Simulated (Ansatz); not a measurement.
## CH5ClSeSi, SMILES ClC[SiH2][SeH]: harmonic frequencies at the relaxed geometry, step by step

Program: Ansatz's Python interface.

Run as a notebook:

In [1]:
```python
import warnings

import ansatz as az
import numpy as np
```

In [2]:
```python
warnings.simplefilter("ignore", az.DeckWarning)
```

In [3]:
```python
geometry_ang = [
    ("Cl", (-0.2681, 2.4958, -0.3003)),
    ("C", (-0.7021, 0.8028, -0.3804)),
    ("Si", (0.7813, -0.1816, 0.0738)),
    ("Se", (0.3927, -2.3962, -0.002)),
    ("H", (-1.5187, 0.5727, 0.3123)),
    ("H", (-1.013, 0.5514, -1.4099)),
    ("H", (1.9315, 0.1157, -0.849)),
    ("H", (1.2683, 0.1901, 1.4457)),
    ("H", (-0.7835, -2.1969, 1.0925)),
]
molecule = az.Crystal.molecule()
for symbol, xyz in geometry_ang:
    molecule = molecule.atom(symbol, xyz)
```

In [4]:
```python
base = (
    molecule.calculation()
    .basis(gaussian="def2-SVP")
    .functional("r2scan", dispersion="d3bj")
)
symbols = [site.symbol for site in molecule.cartesian_sites]
start = np.array([site.position_ang for site in molecule.cartesian_sites], dtype=float)
r = base.relax(force_tolerance=0.003).run(threads=1, backend="cpu").report
end = np.array(r["positions_ang"])

print("bond        before    after (A)")
for i, j in [(0, 1), (1, 2), (1, 4), (1, 5), (2, 3), (2, 6), (2, 7), (3, 8)]:
    d0, d1 = (np.linalg.norm(xyz[i] - xyz[j]) for xyz in (start, end))
    print(f"{symbols[i]}{i}-{symbols[j]}{j}".ljust(10), f"{d0:8.4f} {d1:8.4f}")
```
```text
bond        before    after (A)
Cl0-C1       1.7496   1.8090
C1-Si2       1.8373   1.8910
C1-H4        1.0953   1.1007
C1-H5        1.1044   1.1003
Si2-Se3      2.2497   2.2919
Si2-H6       1.5043   1.4878
Si2-H7       1.5025   1.4895
Se3-H8       1.6190   1.4722
```

In [5]:
```python
# same settings at the minimum
minimum = az.Crystal.molecule()
for symbol, xyz in zip(symbols, end):
    minimum = minimum.atom(symbol, xyz.tolist())
vibrating = (
    minimum.calculation()
    .basis(gaussian="def2-SVP")
    .functional("r2scan", dispersion="d3bj")
    .phonons(temperatures=(200, 600, 100))
)
vib = vibrating.run(threads=1, backend="cpu").report["vibrations"]
sums = vib["harmonic_sums"]
modes = [m["omega_inv_cm"] for m in sums["modes_at_gamma"] if m["rigid_motion"] == "no"]
for number, w in enumerate(modes, start=1):
    print(f"mode {number:2d} {w:9.1f} 1/cm {w / 8065.544 * 1000:8.2f} meV")
print("imaginary modes:", sum(w < 0 for w in modes), " zero-point energy:", round(sums["zero_point_energy_ev"], 4), "eV")
print("T (K)   F_vib (eV)   S_vib (meV/K)   C_vib (meV/K)")
for row in zip(sums["temperatures_k"], sums["vibrational_free_energy_ev"], vib["entropy_ev_per_k"], vib["heat_capacity_ev_per_k"]):
    print(f"{row[0]:6.1f} {row[1]:11.4f} {1000 * row[2]:13.4f} {1000 * row[3]:15.4f}")

# all hydrogen replaced by deuterium
heavier = vibrating.phonons(masses={"H": 2.014102}).run(threads=1, backend="cpu").report["vibrations"]["harmonic_sums"]
print("deuterated (1/cm):", " ".join(f"{m['omega_inv_cm']:.0f}" for m in heavier["modes_at_gamma"] if m["rigid_motion"] == "no"))
print("zero-point energy falls by", round(sums["zero_point_energy_ev"] - heavier["zero_point_energy_ev"], 4), "eV")
```
```text
mode  1      76.9 1/cm     9.53 meV
mode  2     102.0 1/cm    12.64 meV
mode  3     173.4 1/cm    21.50 meV
mode  4     186.9 1/cm    23.18 meV
mode  5     404.5 1/cm    50.15 meV
mode  6     444.1 1/cm    55.06 meV
mode  7     566.8 1/cm    70.27 meV
mode  8     657.1 1/cm    81.48 meV
mode  9     732.6 1/cm    90.82 meV
mode 10     748.8 1/cm    92.84 meV
mode 11     823.4 1/cm   102.09 meV
mode 12     829.6 1/cm   102.86 meV
mode 13     918.4 1/cm   113.86 meV
mode 14    1101.3 1/cm   136.54 meV
mode 15    1174.8 1/cm   145.66 meV
mode 16    1406.7 1/cm   174.41 meV
mode 17    2240.1 1/cm   277.74 meV
mode 18    2260.0 1/cm   280.21 meV
mode 19    2432.0 1/cm   301.53 meV
mode 20    3077.0 1/cm   381.50 meV
mode 21    3155.3 1/cm   391.21 meV
imaginary modes: 0  zero-point energy: 1.4575 eV
T (K)   F_vib (eV)   S_vib (meV/K)   C_vib (meV/K)
 200.0      1.4180        0.4489          0.4914
 300.0      1.3610        0.6907          0.7110
 400.0      1.2803        0.9206          0.8877
 500.0      1.1774        1.1339          1.0232
 600.0      1.0541        1.3302          1.1303
deuterated (1/cm): 71 96 128 182 319 385 413 537 612 626 658 659 693 788 939 1036 1603 1634 1731 2236 2343
zero-point energy falls by 0.3611 eV
```

What to keep in mind:
- The settings weren't tested for convergence.
- The frequencies are harmonic and unscaled, in a modest basis. The result belongs to the one conformer reached from this start, and soft torsions count as harmonic oscillators.
- A dispersion term here runs with damping parameters fitted for another variant or functional.
- The script silences the warnings on its input, which a real study should read.
- The whole script took 3.2 min on 1 thread of AMD EPYC 9R45 96-Core Processor (Zen 5) (shared host), peak memory 0.26 GiB.

(Lines on the test bed's own set-up are left out of the output.)
